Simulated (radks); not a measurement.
**F in [He] 2s2 2p5: an all-electron calculation**

The task here is to estimate one member of a computed series from the others.

Program: radks (a radial shooting solver on a logarithmic mesh, Libxc functionals) version 1. Level of theory: scalar-relativistic Kohn-Sham, SCAN, spin-polarised, spherical densities, finite nucleus; open shells are filled with parallel spins first. These are calculated values, not measurements, unless marked.

## Starting point

- element: fluorine (Z = 9)
- charge: 0
- electrons: 9
- configuration: [He] 2s2 2p5
- nuclear rms radius: 2.8976 fm

The outer shells:

F
```
[He] core
2s [↑↓]
2p [↑↓][↑↓][↑ ]
```

Set-up of the first run:

Settings of this run:

```text
Z 9
configuration [He] 2s2 2p5
relativity scalar-relativistic
functional scan,scan
spin polarised
nucleus finite rms 2.8976 fm
c 137.035999084
```

One table of the session follows, with a row left open; its other results are not shown here.

It belongs to the step «Orbitals and density». Sizes of the orbitals, from the radial functions (bohr):

| level | <r> | outermost maximum (interpolated) | 90 % within |
| --- | --- | --- | --- |
| 1s up | 0.1763 | 0.114 | 0.315 |
| 1s down | 0.1760 | 0.114 | 0.315 |
| 2s up | 0.9942 | 0.760 | 1.60 |
| 2s down | 1.010 | 0.767 | 1.63 |
| 2p up | 1.075 | 0.705 | 1.88 |
| 2p down | ? | ? | ? |

**Question.** Estimate the row for 2p down.

The run gave: <r>: 1.126; outermost maximum (interpolated): 0.720; 90 % within: 1.99. In the column «<r>» it is the highest.

To keep in mind: Open shells are spherical and high-spin; term and fine-structure splittings are not resolved.
